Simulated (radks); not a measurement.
# Nb in [Kr] 4d5: an all-electron calculation

The task here is to estimate one member of a computed series from the others.

Method: scalar-relativistic Kohn-Sham, PBE, spin-unpolarised, spherical densities, point nucleus. Code: radks (a radial shooting solver on a logarithmic mesh, Libxc functionals) version 1.

## Starting point

```
element       : niobium (Z = 41)
charge        : 0
electrons     : 41
configuration : [Kr] 4d5
```

The outer shells:

Nb
```
[Kr] core
4d [↑ ][↑ ][↑ ][↑ ][↑ ]
```

The first run:

The run's settings:

```text
Z 41
configuration [Kr] 4d5
relativity scalar-relativistic
functional pbe,pbe
spin unpolarised
nucleus point
c 137.035999084
```

The run is started by

```console
$ python run_ks.py task.json out
```

All runs below come from this command, one after another.

One table of the session follows, with a row left open; its other results are not shown here.

It belongs to the step «Shells». Radial moments (bohr):

| level | <r> | outermost maximum (interpolated) | 90 % within | nodes |
| --- | --- | --- | --- | --- |
| 1s | 0.03609 | 0.0235 | 0.0646 | 0 |
| 2s | 0.1580 | 0.133 | 0.244 | 1 |
| 2p | 0.1377 | 0.106 | 0.224 | 0 |
| 3s | 0.4432 | 0.396 | 0.655 | 2 |
| 3p | 0.4458 | 0.389 | 0.674 | 1 |
| 3d | ? | ? | ? | ? |
| 4s | 1.162 | 1.03 | 1.70 | 3 |
| 4p | 1.310 | 1.13 | 1.95 | 2 |
| 4d | 2.423 | 1.53 | 4.21 | 1 |

Estimate the missing values for 3d.

**Answer.** <r>: 0.4330; outermost maximum (interpolated): 0.335; 90 % within: 0.694; nodes: 0. In the column «<r>» it lies between 2s (0.1580) and 3s (0.4432).
